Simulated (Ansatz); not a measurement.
# NbPdSe4: the cost of one run

Method: DFT PBE, scalar-relativistic, plane waves, PAW, in Ansatz 0.2.0.

1 further run of the same task is left out (set aside as unsound or not needed). Runs told in other sessions of the task aren't counted.

## 1. The system as given

Symmetry: P-3m1, No. 164, trigonal system. Conventional cell: a = 3.607 Å, b = 3.607 Å, c = 13.235 Å, α = 90.00°, β = 90.00°, γ = 120.00°. Around Nb (site symmetry -3m) lie 6 Se at 2.64 Å. Pd (site symmetry -3m) is surrounded by 6 Se at 2.50 Å. Se (site symmetry 3m) is surrounded by 3 Pd at 2.50 Å. Around Se (site symmetry 3m) lie 3 Nb at 2.64 Å.

As a file:

```
CELL_PARAMETERS angstrom
3.60735 0.00000 0.00000
-1.80368 3.12406 0.00000
0.00000 0.00000 13.23476
ATOMIC_POSITIONS crystal
Nb 0.00000 0.00000 0.50000
Pd 0.00000 0.00000 0.00000
Se 0.33333 0.66667 0.89518
Se 0.33333 0.66667 0.37786
Se 0.66667 0.33333 0.62214
Se 0.66667 0.33333 0.10482
```

The cell was relaxed beforehand at this level, from a generated guess; it needn't be the stable form of this composition. At a tolerance of 0.05 Å it has space group P-3m1 (No. 164); it has 24.86 Å³/atom, an uncorrected energy of -0.53 eV/atom over the elements.

## 2. Bands, states and charges

Contents of input.yaml:

```yaml
crystal:
  lattice:
    - [3.6073507309, 2.89e-08, 0.0]
    - [-1.8036753904, 3.1240573588, 0.0]
    - [0.0, 0.0, 13.2347624]
  atoms:
    - { symbol: Nb, position: [0.0, 0.0, 0.5] }
    - { symbol: Pd, position: [0.0, 0.0, 0.0] }
    - { symbol: Se, position: [0.3333333333, 0.6666666667, 0.895182] }
    - { symbol: Se, position: [0.3333333333, 0.6666666667, 0.377864] }
    - { symbol: Se, position: [0.6666666667, 0.3333333333, 0.622136] }
    - { symbol: Se, position: [0.6666666667, 0.3333333333, 0.104818] }
basis:
  ecutwfc: 420
kpoints:
  mp_grid: { grid: [12, 12, 4] }
  band_path:
    path:
      - [[0.0, 0.0, 0.0], [0.5, 0.0, 0.0], [0.33333333, 0.33333333, 0.0], [0.0, 0.0, 0.0], [0.0, 0.0, 0.5], [0.5, 0.0, 0.5], [0.33333333, 0.33333333, 0.5], [0.0, 0.0, 0.5]]
      - [[0.5, 0.0, 0.5], [0.5, 0.0, 0.0]]
      - [[0.33333333, 0.33333333, 0.5], [0.33333333, 0.33333333, 0.0]]
    npoints: 14
hamiltonian:
  xc: pbe
scf:
  occupations: { method: gaussian, width: 0.1 }
  n_extra_bands: 15
output:
  forces: true
  stress: true
  eigenvalues: true
  populations: true
  dos: { projected: true, de: 0.02, nscf_kmesh: { grid: [15, 15, 5] } }
  bader: true
  write_density: true
  write_potential: true
  elf: true
  volumetric_format: npy
```

Started as:

```
$ ansatz run input.yaml --threads 4 --pin off --max-ram 8192MiB --backend cpu --events-out ev --progress --plain --runs-dir out
```

**Question.** How long does this run take on 4 threads of Intel Xeon Platinum 8488C (Sapphire Rapids), shared host, and how much memory does it need?

About 30 s, with a peak of 1.1 GiB.
